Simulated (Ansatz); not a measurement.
Predict the output of the script below (Ansatz 0.2.0, Python API).

`tae_c3h7al.py`:
```python
from collections import Counter

import ansatz as az


def single_point(molecule, charge=0, unpaired=0):
    calc = (
        molecule.calculation()
        .basis(gaussian='6-31G*')
        .functional('CAM-B3LYP')
    )
    if charge:
        calc = calc.charge(charge)
    if unpaired:
        calc = calc.spin('collinear', total=unpaired)
    report = calc.run(threads=1).report
    if report['published_state_doubts']:
        print('  doubts:', report['published_state_doubts'])
    return report['free_energy_ev']

geometry_ang = [
    ('C', (-0.769, 1.1515, 0.0737)),
    ('C', (0.05, 0.0958, -0.5433)),
    ('C', (1.1139, -0.4239, 0.3712)),
    ('Al', (-0.2395, -1.7419, 0.0867)),
    ('H', (-1.7521, 1.2772, -0.5444)),
    ('H', (-1.0812, 0.9996, 1.1193)),
    ('H', (-0.248, 2.1657, 0.0192)),
    ('H', (0.4096, 0.256, -1.604)),
    ('H', (1.189, 0.0587, 1.4342)),
    ('H', (2.1071, -0.6474, -0.1052)),
    ('H', (-0.7145, -3.2484, -0.2866)),
]
system = az.Crystal.molecule()
for symbol, xyz in geometry_ang:
    system = system.atom(symbol, xyz)

unpaired = {'C': 2, 'Al': 1, 'H': 1}
counts = Counter(site.symbol for site in system.cartesian_sites)
atom_energy = {s: single_point(az.Crystal.molecule().atom(s, (0, 0, 0)), 0, unpaired[s]) for s in counts}
whole = single_point(system, 0, 0)
for s, e in atom_energy.items():
    print(f'{s:2s} x{counts[s]}  {e:14.5f} eV')
print(f'C3H7Al: {whole:.5f} eV')
split = sum(counts[s] * e for s, e in atom_energy.items()) - whole
print(f'atomisation energy (no zero-point term): {split:.3f} eV, {split / sum(counts.values()):.3f} eV an atom')
```

```console
$ python tae_c3h7al.py
C  x3     -1029.23364 eV
Al x1     -6594.63503 eV
H  x7       -13.51936 eV
C3H7Al: -9816.99352 eV
atomisation energy (no zero-point term): 40.022 eV, 3.638 eV an atom
```

40.022 eV from the electronic energies, without the zero-point term.

Total energies depend on the basis set; only differences at equal settings carry meaning. The geometry is a force-field or estimated start, not a minimum of this method, and the basis set is short of its limit. All parts are taken at fixed geometry, without zero-point energy. It ran for 3.5 s on 1 thread of Arm Neoverse V2 (shared host), peak memory 0.22 GiB.
